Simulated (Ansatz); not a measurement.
This script makes an atomisation energy of B2H4, SMILES BB with Ansatz 0.2.0 through its Python package.

The script, `tae_b2h4.py`:
```python
"""Atomisation energy of B2H4 at the given geometry."""

from collections import Counter

import ansatz as az


def energy(molecule, charge=0, unpaired=0):
    calc = molecule.calculation().basis(gaussian="def2-SVP").functional("r2scan0")
    if charge:
        calc = calc.charge(charge)
    if unpaired:
        calc = calc.spin("collinear", total=unpaired)
    return calc.run(threads=1, backend="cpu").report["free_energy_ev"]

GEOMETRY = """
B    -0.20870   -0.83620   -0.07440
B     0.23820    0.77610    0.07850
H    -0.62060   -1.40770    0.85050
H    -0.20840   -1.28270   -1.15860
H     0.57460    1.38970   -0.88890
H     0.26710    1.29680    1.14680
"""

geometry = az.Crystal.molecule()
for line in GEOMETRY.strip().splitlines():
    symbol, *xyz = line.split()
    geometry = geometry.atom(symbol, [float(v) for v in xyz])

# unpaired electrons of the ground-state atoms
unpaired = {"B": 1, "H": 1}
counts = Counter(site.symbol for site in geometry.cartesian_sites)
atom_energy = {s: energy(az.Crystal.molecule().atom(s, (0, 0, 0)), 0, unpaired[s]) for s in counts}
whole = energy(geometry, 0, 0)
for s, e in atom_energy.items():
    print(f"{s:2s} x{counts[s]}  {e:14.5f} eV")
print(f"B2H4: {whole:.5f} eV")
split = sum(counts[s] * e for s, e in atom_energy.items()) - whole
print(f"atomisation energy (no zero-point term): {96.485332 * split:.1f} kJ/mol, {split / sum(counts.values()):.3f} eV an atom")
```

What does it cost to take this molecule apart into atoms?

1835.0 kJ/mol from the electronic energies, without the zero-point term.

The output:

```console
$ python tae_b2h4.py
B  x2      -669.63914 eV
H  x4       -13.58464 eV
B2H4: -1412.63488 eV
atomisation energy (no zero-point term): 1835.0 kJ/mol, 3.170 eV an atom
```

Total energies depend on the basis set; only differences at equal settings carry meaning. The geometry is a force-field or estimated start, not a minimum of this method, and the basis set is short of its limit. All parts are taken at fixed geometry, without zero-point energy. Run time: 2.5 s on 1 thread of Arm Neoverse V1 (shared host), peak memory 0.15 GiB.

(Lines on the test bed's own set-up are left out of the output.)
